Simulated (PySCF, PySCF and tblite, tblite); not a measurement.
# C5H6ClFO: a path driven as rotation about a bond, and NMR exchange, part 2 of 2

PySCF and tblite. Atoms count from 0.

## Step 9: Barriers, rates and exchange

What the job is given:

```
{"job": {"smiles": "C=C(F)/C(Cl)=C\\OC", "charge": 0, "mult": 1, "motion": "rotation", "what": "enol ether", "atoms": [5, 6], "drives": [{"terms": [["t", [3, 5, 6, 7], 0.5], ["t", [10, 5, 6, 7], 0.5]], "by": 180, "n": 12}], "study": "path", "level": {"kind": "nmr", "xc": "PBE", "basis": "pcSseg-1", "solvent": "dimethylsulfoxide"}, "fields": [80, 200, 500], "first": 0, "seed": 390, "kind": "path"}, "charge": 0, "multiplicity": 1}
C     -3.003640    -0.230962     0.013535
C     -1.680430    -0.340542     0.049468
F     -1.134503    -1.548964     0.309632
C     -0.700359     0.708648    -0.163245
Cl    -1.340248     2.269639    -0.549109
C      0.637235     0.595036    -0.091919
O      1.268334    -0.550153     0.207780
C      2.677064    -0.494498     0.221606
H     -3.624544    -1.089851     0.188386
H     -3.480280     0.708050    -0.188071
H      1.253391     1.468779    -0.279213
H      3.038670     0.242949     0.945015
H      3.015153    -1.486337     0.514250
H      3.073481    -0.252266    -0.769445
```

Log:

```text
stationary points (kcal/mol above the start)
  n  kind          group   xTB      DFT    lowest mode
  0  minimum      Cs       0.00     0.00      40.6
  1  saddle       C1       5.92     5.43    -103.8
  2  minimum      C1       1.31     4.35      48.4

GFN2-xTB energies: T/K, barrier G, reaction G (kcal/mol), k forward, k back (1/s)
 150.00     5.75     1.91    2.6e+04   7.76e+06
 200.00     5.86     1.99   3.29e+06   2.46e+08
 250.00     5.98     2.08   6.16e+07   2.01e+09
 298.15     6.11     2.16   4.16e+08   7.91e+09
 350.00     6.25     2.24   1.83e+09   2.29e+10
 400.00     6.39     2.32   5.35e+09   4.96e+10
 500.00     6.70     2.47   2.46e+10   1.47e+11

PBE/pcSseg-1 + D3(BJ), IEF-PCM dimethylsulfoxide energies: T/K, barrier G, reaction G (kcal/mol), k forward, k back (1/s)
 150.00     5.27     4.95   1.33e+05   1.09e+12
 200.00     5.37     5.04   1.12e+07   1.79e+12
 250.00     5.49     5.12   1.64e+08   2.47e+12
 298.15     5.62     5.20   9.47e+08   3.08e+12
 350.00     5.76     5.29   3.69e+09   3.69e+12
 400.00     5.91     5.37   9.88e+09   4.23e+12
 500.00     6.21     5.52   4.01e+10   5.17e+12
```

Wall time 71 s (1 thread of Arm Neoverse V1, shared host); peak memory 0.7 GiB. This counts the whole study up to here.

Barriers by level (kcal/mol; entropies in cal/(mol K)). Zero-point and thermal terms come from xTB in every row. ΔG‡ leaves symmetry out; the rate counts equivalent paths (a factor of 2); effective ΔG‡, where given, is the barrier that would give that rate by Eyring's equation alone:

```
                                           level   ΔE‡  with zero-point   ΔH‡   ΔS‡  ΔG‡ (298 K)  ΔE of reaction  k at 298 K (1/s)  effective ΔG‡
                                        GFN2-xTB  5.92             5.53  5.04  -3.6         6.11            1.31           4.2e+08           5.70
PBE/pcSseg-1 + D3(BJ), IEF-PCM dimethylsulfoxide  5.43             5.04  4.55  -3.6         5.62            4.35           9.5e+08           5.21
```

Sites that the driver pairs across this motion, and where their lines would merge (no couplings; faster rotations or exchange between molecules can average them sooner):

```
nucleus      sites: shielding (ppm)  proton frequency (MHz)  spread (Hz)  coalescence (K)  lines at 298 K
    ¹⁹F  F2: 267.6; F2 (end): 222.1                     500        21414        not given               –
    ¹³C    C0: 90.4; C0 (end): 81.7                     500         1089        not given               –
    ¹⁷O  O6: 194.8; O6 (end): 181.3                     500          920        not given               –
    ¹³C    C5: 25.8; C5 (end): 29.7                     500          496        not given               –
    ¹³C    C3: 71.5; C3 (end): 74.1                     500          329        not given               –
    ¹³C  C7: 118.9; C7 (end): 121.1                     500          269        not given               –
     ¹H  H8: 26.70; H8 (end): 26.25                     500          223        not given               –
     ¹H  H9: 26.70; H9 (end): 26.43                     500          139        not given               –
```

A dash: the driver gave no coalescence for this row (it judged the minor form too scarce).

Rows that set an atom against itself at the end compare its shielding in the two forms.

Lines of quadrupolar nuclei are broad, so their coalescence could hardly be seen.

## Step 10: Shieldings, start: PBE/pcSseg-1 in benzene

What the job is given:

```
{"job": {"kind": "nmr", "xc": "PBE", "basis": "pcSseg-1", "solvent": "benzene", "pop": false}, "charge": 0, "multiplicity": 1}
C     -3.003640    -0.230962     0.013535
C     -1.680430    -0.340542     0.049468
F     -1.134503    -1.548964     0.309632
C     -0.700359     0.708648    -0.163245
Cl    -1.340248     2.269639    -0.549109
C      0.637235     0.595036    -0.091919
O      1.268334    -0.550153     0.207780
C      2.677064    -0.494498     0.221606
H     -3.624544    -1.089851     0.188386
H     -3.480280     0.708050    -0.188071
H      1.253391     1.468779    -0.279213
H      3.038670     0.242949     0.945015
H      3.015153    -1.486337     0.514250
H      3.073481    -0.252266    -0.769445
```

Log:

```text
coarse grid: 12952 points
cycle   1  E = -828.4976326630  dE =  1.034e+00  |g| = 7.292e-01  |ddm| = 3.624e+00
cycle   2  E = -828.2022849121  dE =  2.953e-01  |g| = 1.408e+00  |ddm| = 1.945e+00
cycle   3  E = -828.5802286809  dE = -3.779e-01  |g| = 3.042e-01  |ddm| = 1.515e+00
cycle   4  E = -828.5991140397  dE = -1.889e-02  |g| = 1.140e-01  |ddm| = 4.002e-01
cycle   5  E = -828.6015988087  dE = -2.485e-03  |g| = 5.701e-02  |ddm| = 1.554e-01
cycle   6  E = -828.6024205893  dE = -8.218e-04  |g| = 2.066e-02  |ddm| = 7.212e-02
cycle   7  E = -828.6025131715  dE = -9.258e-05  |g| = 5.460e-03  |ddm| = 2.288e-02
cycle   8  E = -828.6025192137  dE = -6.042e-06  |g| = 2.032e-03  |ddm| = 5.290e-03
final grid: 122832 points
cycle   9  E = -828.6880036388  dE = -8.252e-06  |g| = 2.180e-02  |ddm| = 4.725e-02
cycle  10  E = -828.6876495241  dE =  3.541e-04  |g| = 4.794e-02  |ddm| = 5.185e-02
cycle  11  E = -828.6880770268  dE = -4.275e-04  |g| = 8.476e-03  |ddm| = 4.364e-02
cycle  12  E = -828.6880959556  dE = -1.893e-05  |g| = 1.649e-03  |ddm| = 9.680e-03
cycle  13  E = -828.6880965798  dE = -6.241e-07  |g| = 4.969e-04  |ddm| = 1.902e-03
cycle  14  E = -828.6880966426  dE = -6.285e-08  |g| = 1.287e-04  |ddm| = 5.098e-04
cycle  15  E = -828.6880966458  dE = -3.165e-09  |g| = 4.952e-05  |ddm| = 1.567e-04
cycle  16  E = -828.6880966463  dE = -4.929e-10  |g| = 1.273e-05  |ddm| = 5.640e-05
converged SCF energy = -828.6880966463

GIAO shielding tensors (ppm)
atom      isotropic    diamagn.    paramagn.     s11        s22        s33       span
  0 C       89.415     256.068    -166.653      6.509    100.432    161.303    154.793
  1 C       12.509     242.800    -230.291    -78.031     55.689     59.869    137.900
  2 F      263.316     478.564    -215.249    163.678    269.290    356.979    193.301
  3 C       69.508     259.453    -189.945     -5.806    105.717    108.612    114.418
  4 Cl     769.331    1147.907    -378.576    626.460    650.641   1030.892    404.433
  5 C       28.370     250.836    -222.466    -38.998     48.656     75.450    114.448
  6 O      198.900     398.695    -199.795     71.341    231.719    293.640    222.299
  7 C      119.321     242.920    -123.599     83.594     91.421    182.949     99.355
  8 H       26.771      28.797      -2.027     24.709     25.012     30.591      5.882
  9 H       26.764      31.345      -4.581     23.607     24.657     32.028      8.422
 10 H       25.013      31.678      -6.665     21.348     23.451     30.241      8.893
 11 H       27.659      27.632       0.026     24.360     25.377     33.239      8.879
 12 H       27.443      27.711      -0.268     23.685     25.539     33.106      9.422
 13 H       27.624      27.718      -0.093     24.274     25.303     33.296      9.022
```

It took 16 s on 1 thread of Arm Neoverse V1, shared host; peak memory 0.69 GiB.

In short: HOMO -5.22 eV, LUMO -1.77 eV; dipole 3.17 D.

## Step 11: Single-point energy, saddle of leg 1: PBE/pcSseg-1 in benzene

What the job is given:

```
{"job": {"kind": "sp", "xc": "PBE", "basis": "pcSseg-1", "solvent": "benzene", "pop": false}, "charge": 0, "multiplicity": 1}
C     -2.587984    -0.255685     0.413120
C     -1.326200    -0.309665     0.004659
F     -0.673519    -1.490065     0.078151
C     -0.526618     0.780221    -0.540328
Cl    -1.382515     2.265000    -0.762704
C      0.765960     0.756441    -0.897835
O      1.592673    -0.319467    -0.830913
C      2.168070    -0.587649     0.437786
H     -3.074212    -1.137847     0.787608
H     -3.148210     0.657854     0.377760
H      1.208220     1.653442    -1.326688
H      1.407343    -0.772541     1.199920
H      2.769923    -1.483081     0.302437
H      2.807069     0.243041     0.757027
```

Log:

```text
coarse grid: 12952 points
cycle   1  E = -828.4847611222  dE =  1.021e+00  |g| = 7.482e-01  |ddm| = 3.601e+00
cycle   2  E = -828.1534439736  dE =  3.313e-01  |g| = 1.475e+00  |ddm| = 2.629e+00
cycle   3  E = -828.5769590924  dE = -4.235e-01  |g| = 2.616e-01  |ddm| = 2.140e+00
cycle   4  E = -828.5911176200  dE = -1.416e-02  |g| = 1.018e-01  |ddm| = 3.700e-01
cycle   5  E = -828.5929128796  dE = -1.795e-03  |g| = 5.435e-02  |ddm| = 1.340e-01
cycle   6  E = -828.5936276949  dE = -7.148e-04  |g| = 1.943e-02  |ddm| = 6.374e-02
cycle   7  E = -828.5937129037  dE = -8.521e-05  |g| = 5.783e-03  |ddm| = 2.309e-02
cycle   8  E = -828.5937197944  dE = -6.891e-06  |g| = 2.106e-03  |ddm| = 5.705e-03
final grid: 122832 points
cycle   9  E = -828.6799877807  dE = -8.634e-06  |g| = 2.139e-02  |ddm| = 4.214e-02
cycle  10  E = -828.6797331222  dE =  2.547e-04  |g| = 4.260e-02  |ddm| = 5.172e-02
cycle  11  E = -828.6800660268  dE = -3.329e-04  |g| = 6.156e-03  |ddm| = 4.114e-02
cycle  12  E = -828.6800752743  dE = -9.247e-06  |g| = 1.687e-03  |ddm| = 7.852e-03
cycle  13  E = -828.6800759708  dE = -6.965e-07  |g| = 4.874e-04  |ddm| = 1.909e-03
cycle  14  E = -828.6800760327  dE = -6.186e-08  |g| = 8.866e-05  |ddm| = 4.951e-04
cycle  15  E = -828.6800760343  dE = -1.620e-09  |g| = 3.319e-05  |ddm| = 1.353e-04
cycle  16  E = -828.6800760345  dE = -1.917e-10  |g| = 1.229e-05  |ddm| = 4.147e-05
converged SCF energy = -828.6800760345
```

It took 9.5 s on 1 thread of Arm Neoverse V1, shared host; peak memory 0.62 GiB.

Key values: HOMO -5.80 eV, LUMO -2.15 eV; dipole 1.63 D.

## Step 12: Shieldings, end: PBE/pcSseg-1 in benzene

What the job is given:

```
{"job": {"kind": "nmr", "xc": "PBE", "basis": "pcSseg-1", "solvent": "benzene", "pop": false}, "charge": 0, "multiplicity": 1}
C     -2.263089    -0.312987     0.669900
C     -1.147397    -0.382391    -0.041087
F     -0.581087    -1.602483    -0.241907
C     -0.468135     0.721701    -0.713705
Cl    -1.587029     1.853937    -1.437903
C      0.831916     1.006271    -0.890518
O      1.950755     0.467503    -0.401926
C      1.905279    -0.564557     0.563209
H     -2.709498    -1.200459     1.078885
H     -2.742797     0.629418     0.849606
H      1.085410     1.862117    -1.505562
H      1.155551    -0.356583     1.330300
H      1.697779    -1.531409     0.101243
H      2.896049    -0.586623     1.015424
```

Log:

```text
coarse grid: 12952 points
cycle   1  E = -828.4931743662  dE =  1.018e+00  |g| = 7.220e-01  |ddm| = 3.571e+00
cycle   2  E = -828.1700875573  dE =  3.231e-01  |g| = 1.442e+00  |ddm| = 1.963e+00
cycle   3  E = -828.5655031557  dE = -3.954e-01  |g| = 3.456e-01  |ddm| = 1.594e+00
cycle   4  E = -828.5917833996  dE = -2.628e-02  |g| = 1.118e-01  |ddm| = 4.213e-01
cycle   5  E = -828.5941962659  dE = -2.413e-03  |g| = 4.827e-02  |ddm| = 1.363e-01
cycle   6  E = -828.5947465253  dE = -5.503e-04  |g| = 1.924e-02  |ddm| = 6.001e-02
cycle   7  E = -828.5948244814  dE = -7.796e-05  |g| = 5.953e-03  |ddm| = 2.260e-02
cycle   8  E = -828.5948318876  dE = -7.406e-06  |g| = 1.930e-03  |ddm| = 5.925e-03
final grid: 122832 points
cycle   9  E = -828.6814581605  dE = -1.495e-05  |g| = 2.143e-02  |ddm| = 4.499e-02
cycle  10  E = -828.6811070459  dE =  3.511e-04  |g| = 4.765e-02  |ddm| = 5.161e-02
cycle  11  E = -828.6815336054  dE = -4.266e-04  |g| = 7.659e-03  |ddm| = 4.270e-02
cycle  12  E = -828.6815482202  dE = -1.461e-05  |g| = 1.548e-03  |ddm| = 8.524e-03
cycle  13  E = -828.6815487398  dE = -5.197e-07  |g| = 5.114e-04  |ddm| = 1.802e-03
cycle  14  E = -828.6815487993  dE = -5.950e-08  |g| = 1.504e-04  |ddm| = 5.731e-04
cycle  15  E = -828.6815488044  dE = -5.108e-09  |g| = 5.729e-05  |ddm| = 1.751e-04
cycle  16  E = -828.6815488053  dE = -8.577e-10  |g| = 1.190e-05  |ddm| = 6.042e-05
converged SCF energy = -828.6815488053

GIAO shielding tensors (ppm)
atom      isotropic    diamagn.    paramagn.     s11        s22        s33       span
  0 C       81.884     256.691    -174.807    -12.611     97.097    161.167    173.778
  1 C       11.516     245.855    -234.338    -88.401     57.426     65.523    153.924
  2 F      220.688     478.441    -257.753    129.440    245.893    286.730    157.290
  3 C       73.116     259.713    -186.598     -0.207    103.482    116.072    116.280
  4 Cl     678.747    1146.757    -468.010    409.386    593.641   1033.214    623.828
  5 C       30.669     245.928    -215.258    -50.921     53.833     89.095    140.015
  6 O      183.552     392.517    -208.965     48.755    194.917    306.984    258.228
  7 C      121.417     248.604    -127.188     90.680     99.015    174.555     83.875
  8 H       26.379      29.670      -3.291     23.371     25.438     30.327      6.955
  9 H       26.525      31.103      -4.579     23.035     25.002     31.537      8.502
 10 H       24.735      28.935      -4.200     19.781     24.837     29.588      9.807
 11 H       27.578      31.748      -4.170     23.858     27.519     31.358      7.500
 12 H       27.226      30.689      -3.463     23.400     27.371     30.908      7.508
 13 H       27.501      28.200      -0.699     23.555     26.125     32.823      9.268
```

Wall time 17 s (1 thread of Arm Neoverse V1, shared host); peak memory 0.7 GiB.

Key values: HOMO -5.39 eV, LUMO -1.79 eV; dipole 2.10 D.

## Step 13: Second level: PBE/pcSseg-1 + D3(BJ), IEF-PCM benzene

What the job is given:

```
{"job": {"smiles": "C=C(F)/C(Cl)=C\\OC", "charge": 0, "mult": 1, "motion": "rotation", "what": "enol ether", "atoms": [5, 6], "drives": [{"terms": [["t", [3, 5, 6, 7], 0.5], ["t", [10, 5, 6, 7], 0.5]], "by": 180, "n": 12}], "study": "path", "level": {"kind": "nmr", "xc": "PBE", "basis": "pcSseg-1", "solvent": "benzene", "wide": true}, "fields": [80, 200, 500], "first": 0, "seed": 390, "kind": "pathvar"}, "charge": 0, "multiplicity": 1}
C     -3.003640    -0.230962     0.013535
C     -1.680430    -0.340542     0.049468
F     -1.134503    -1.548964     0.309632
C     -0.700359     0.708648    -0.163245
Cl    -1.340248     2.269639    -0.549109
C      0.637235     0.595036    -0.091919
O      1.268334    -0.550153     0.207780
C      2.677064    -0.494498     0.221606
H     -3.624544    -1.089851     0.188386
H     -3.480280     0.708050    -0.188071
H      1.253391     1.468779    -0.279213
H      3.038670     0.242949     0.945015
H      3.015153    -1.486337     0.514250
H      3.073481    -0.252266    -0.769445
```

Log:

```text
stationary points (kcal/mol above the start)
  n  kind          group   xTB      DFT    lowest mode
  0  minimum      Cs       0.00     0.00      40.6
  1  saddle       C1       5.92     4.62    -103.8
  2  minimum      C1       1.31     3.48      48.4

GFN2-xTB energies: T/K, barrier G, reaction G (kcal/mol), k forward, k back (1/s)
 150.00     5.75     1.91    2.6e+04   7.76e+06
 200.00     5.86     1.99   3.29e+06   2.46e+08
 250.00     5.98     2.08   6.16e+07   2.01e+09
 298.15     6.11     2.16   4.16e+08   7.91e+09
 350.00     6.25     2.24   1.83e+09   2.29e+10
 400.00     6.39     2.32   5.35e+09   4.96e+10
 500.00     6.70     2.47   2.46e+10   1.47e+11

PBE/pcSseg-1 + D3(BJ), IEF-PCM dimethylsulfoxide energies: T/K, barrier G, reaction G (kcal/mol), k forward, k back (1/s)
 150.00     5.27     4.95   1.33e+05   1.09e+12
 200.00     5.37     5.04   1.12e+07   1.79e+12
 250.00     5.49     5.12   1.64e+08   2.47e+12
 298.15     5.62     5.20   9.47e+08   3.08e+12
 350.00     5.76     5.29   3.69e+09   3.69e+12
 400.00     5.91     5.37   9.88e+09   4.23e+12
 500.00     6.21     5.52   4.01e+10   5.17e+12

PBE/pcSseg-1 + D3(BJ), IEF-PCM benzene energies: T/K, barrier G, reaction G (kcal/mol), k forward, k back (1/s)
 150.00     4.45     4.08   2.04e+06   8.99e+11
 200.00     4.56     4.17   8.67e+07   1.54e+12
 250.00     4.68     4.25   8.44e+08   2.19e+12
 298.15     4.81     4.33   3.73e+09   2.79e+12
 350.00     4.95     4.42   1.19e+10   3.39e+12
 400.00     5.09     4.50   2.75e+10   3.93e+12
 500.00     5.40     4.65   9.09e+10   4.88e+12
```

Wall time 1.9 min (1 thread of Arm Neoverse V1, shared host); peak memory 0.7 GiB. This counts the runs that the step sums up.

Barriers by level (kcal/mol; entropies in cal/(mol K)). Zero-point and thermal terms come from xTB in every row. ΔG‡ leaves symmetry out; the rate counts equivalent paths (a factor of 2); effective ΔG‡, where given, is the barrier that would give that rate by Eyring's equation alone:

```
                                           level   ΔE‡  with zero-point   ΔH‡   ΔS‡  ΔG‡ (298 K)  ΔE of reaction  k at 298 K (1/s)  effective ΔG‡
                                        GFN2-xTB  5.92             5.53  5.04  -3.6         6.11            1.31           4.2e+08           5.70
PBE/pcSseg-1 + D3(BJ), IEF-PCM dimethylsulfoxide  5.43             5.04  4.55  -3.6         5.62            4.35           9.5e+08           5.21
          PBE/pcSseg-1 + D3(BJ), IEF-PCM benzene  4.62             4.23  3.74  -3.6         4.81            3.48           3.7e+09           4.39
```

## Step 14: Summary of results

The summary covers parts 1 to 2.

| quantity | value |
| --- | --- |
| barrier (PBE/pcSseg-1 + D3(BJ), IEF-PCM dimethylsulfoxide) | ΔE‡ 5.4, ΔG‡(298 K) 5.6 kcal/mol |
| barrier (GFN2-xTB) | ΔE‡ 5.9 kcal/mol |
| rate at 298 K | 9.5e+08 s⁻¹ |
| end of the path | 4.3 kcal/mol from the start |

**Reading.** DFT puts the top 5.4 kcal/mol above the start (xTB: 5.9); the rate from the DFT barrier is 9.5e+08 s⁻¹ at 298 K. An error of 1.4 kcal/mol changes that rate tenfold. PBE/pcSseg-1 + D3(BJ), IEF-PCM benzene moves the barrier from 5.4 to 4.6 kcal/mol.
